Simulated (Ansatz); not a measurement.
**SnAs: how the settings move a single-point run**

How sensitive is a single-point run of SnAs to its settings? A reference run comes first, then one run with altered input.

The COD entry's cell or inner coordinates are ideal or old and differ from later refinements, so a difference from it is no clean test against experiment.

Method: reference: DFT, PBEsol, PAW with Ansatz's default frozen-core files, scalar-relativistic; levels and slopes on a fine mesh, independent-particle optical spectra, in Ansatz 0.2.0.

**1. The structure to begin with**

The structure is cubic, space group Fm-3m (No. 225). Conventional cell: a = 5.714 Å, b = 5.714 Å, c = 5.714 Å, α = 90.00°, β = 90.00°, γ = 90.00°. Around Sn (site symmetry m-3m) lie 6 As at 2.86 Å. As (site symmetry m-3m) is surrounded by 6 Sn at 2.86 Å.

Coordinates:

```cif
data_structure
_symmetry_space_group_name_H-M 'P 1'
_symmetry_Int_Tables_number 1
_cell_length_a 4.0406
_cell_length_b 4.0406
_cell_length_c 4.0406
_cell_angle_alpha 60.000
_cell_angle_beta 60.000
_cell_angle_gamma 60.000
_cell_volume 46.65
loop_
_atom_site_label
_atom_site_type_symbol
_atom_site_fract_x
_atom_site_fract_y
_atom_site_fract_z
_atom_site_occupancy
Sn1 Sn 0.00000 0.00000 0.00000 1
As1 As 0.50000 0.50000 0.50000 1
```

**2. Baseline**

input.yaml reads:

```yaml
crystal:
  lattice:
    - [0.0, 2.85712686112, 2.85712686112]
    - [2.85712686112, 0.0, 2.85712686112]
    - [2.85712686112, 2.85712686112, 0.0]
  atoms:
    - { symbol: Sn, position: [0.0, 0.0, 0.0] }
    - { symbol: As, position: [0.5, 0.5, 0.5] }
kpoints:
  mp_grid: { grid: [12, 12, 12] }
scf:
  occupations: { method: fermi_dirac, width: 0.1 }
hamiltonian:
  xc: pbesol
  pseudopotentials: { kind: paw }
output:
  forces: true
  stress: true
  eigenvalues: true
  eigenstates:
    nscf_kmesh: { grid: [16, 16, 16] }
    de_dk: true
    e_range: [-14, 14]
  optics:
    e_range: [0, 20]
    de: 0.2
    sigma: 0.25
    bands: { spectra_wanted_up_to: 20 }
    nscf_kmesh: { grid: [16, 16, 16] }
    drude_damping: 0.05
checkpoint:
  write: ck
  write_wavefunctions: false
```

On the command line:

```bash
> ansatz run input.yaml --threads 1 --pin off --max-ram 3072MiB --backend cpu --events-out ev --progress --plain --runs-dir out
```

**3. Changing settings: occupations.method tetrahedron_uncorrected, width left out**

Changes to input.yaml since step 2:

```diff
@@ -11,3 +11,3 @@
 scf:
-  occupations: { method: fermi_dirac, width: 0.1 }
+  occupations: { method: tetrahedron_uncorrected }
 hamiltonian:
```

**Question.** What will these runs give? Wanted: for each run, ending; energy change; pressure; gap; force.

As calculated:

| run | ending | energy change | pressure (GPa) | gap (eV) | force (eV/Å) | cycles | time |
| --- | --- | --- | --- | --- | --- | --- | --- |
| reference | converged | 0 | 0.0 | 0.00 | 0.00 | - | 83 s |
| 1: occupations.method tetrahedron_uncorrected, width left out | converged | +43.4 meV/atom (σ→0) | 0.2 | 0.00 | 0.00 | 10 | 20 s |

Residual by cycle in the longest SCF loop of each run; runs are numbered as in the table. The quantity is the density residual dr2, in eV.

| cycle | reference | run 1 |
| --- | --- | --- |
| 1 | 0.00541 | 0.00389 |
| 2 | 0.00198 | 0.00146 |
| 3 | 2.4e-4 | 1.8e-4 |
| 4 | 3.4e-5 | 3.2e-5 |
| 5 | 4.2e-6 | 3.5e-6 |
| 6 | 6.8e-7 | 5.1e-7 |
| 7 | 5.1e-8 | 4.2e-8 |
| 8 | 8.4e-9 | 6.2e-9 |
| 9 | 3.2e-10 | 2.7e-10 |
| 10 | 2.0e-12 | 1.1e-12 |

**Reading.** Changing the smearing moves the energy by +43.4 meV/atom (σ→0 values). Semilocal functionals close small gaps, so the missing gap need not be the real solid's.
